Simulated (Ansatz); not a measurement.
# LaSb: the cost of one run

Method: reference: DFT, r2SCAN, plane waves, PAW, in Ansatz 0.2.0.

2 further runs of the same task are left out: 2 that didn't finish.

### 1 Starting point

It takes space group P6_3/mmc (No. 194, hexagonal). Conventional cell: a = 4.581 Å, b = 4.581 Å, c = 8.031 Å, α = 90.00°, β = 90.00°, γ = 120.00°. La (site symmetry -3m) is surrounded by 6 Sb at 3.32 Å. Sb (site symmetry -6m2) is surrounded by 6 La at 3.32 Å.

Structure file:

```
La Sb
1.0
     4.58119    0.00000    0.00000
    -2.29060    3.96743    0.00000
     0.00000    0.00000    8.03123
La Sb
2 2
Direct
  0.00000 0.00000 0.00000
  0.00000 0.00000 0.50000
  0.33333 0.66667 0.25000
  0.66667 0.33333 0.75000
```

### 2 Baseline

File input.yaml:

```yaml
crystal:
  lattice:
    - [4.5811943518, 0.0, 0.0]
    - [-2.2905971759, 3.9674306883, 0.0]
    - [0.0, 0.0, 8.0312327661]
  atoms:
    - { symbol: La, position: [0.0, 0.0, 0.0] }
    - { symbol: La, position: [0.0, 0.0, 0.5] }
    - { symbol: Sb, position: [0.3333333333, 0.6666666667, 0.25] }
    - { symbol: Sb, position: [0.6666666667, 0.3333333333, 0.75] }
kpoints:
  mp_grid: { grid: [6, 6, 2] }
hamiltonian:
  xc: r2scan
scf:
  occupations: { method: fermi_dirac, width: 0.02 }
  n_extra_bands: 5
output:
  forces: true
  stress: true
  eigenvalues: true
```

On the command line:

```
> ansatz run input.yaml --threads 4 --pin off --max-ram 3686MiB --backend cpu --events-out ev --progress --plain --runs-dir out
```

**Question.** How long does this run take on 4 threads of Arm Neoverse N1, shared host, and how much memory does it need?

About 6.3 s, with a peak of 0.82 GiB.
